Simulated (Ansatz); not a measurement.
# H3InO: the cost of one run

Program: Ansatz 0.2.0. Level of theory: RKS B3LYP/def2-SVP. These are calculated values, not measurements.

### Step 1. The starting structure

Bond lengths: O1–In2 2.167 Å, O1–H3 1.043 Å, In2–H4 1.324 Å, In2–H5 1.328 Å. Angles: O1–In2–H4 140.7°, O1–In2–H5 93.0°, H4–In2–H5 125.2°, In2–O1–H3 66.0°.

Coordinates:

```xyz
5

O     1.1899   -0.8301    0.7147
In   -0.3263    0.3426   -0.2962
H     0.2275   -1.2238    0.7910
H    -1.4589    0.1951   -0.9665
H     0.4177    1.4425   -0.2843
```

### Step 2. Relaxing end A

input.yaml

```yaml
crystal:
  periodic: [false, false, false]
  atoms:
    - { symbol: O, position_ang: [1.1899, -0.8301, 0.7147] }
    - { symbol: In, position_ang: [-0.3263, 0.3426, -0.2962] }
    - { symbol: H, position_ang: [0.2275, -1.2238, 0.791] }
    - { symbol: H, position_ang: [-1.4589, 0.1951, -0.9665] }
    - { symbol: H, position_ang: [0.4177, 1.4425, -0.2843] }
basis:
  gaussian: { orbitals: def2-SVP }
hamiltonian:
  xc: b3lyp
relax:
  f_tol: 0.02
  max_steps: 50
output:
  orbitals: {}
```

Command:

```sh
$ ansatz run input.yaml --threads 1 --pin off --max-ram 2048MiB --backend cpu --events-out ev --progress --plain --runs-dir out
```

**Question.** How long does this run take on 1 thread of an Arm CPU, shared host, and how much memory does it need?

About 16 s, with a peak of 0.11 GiB.
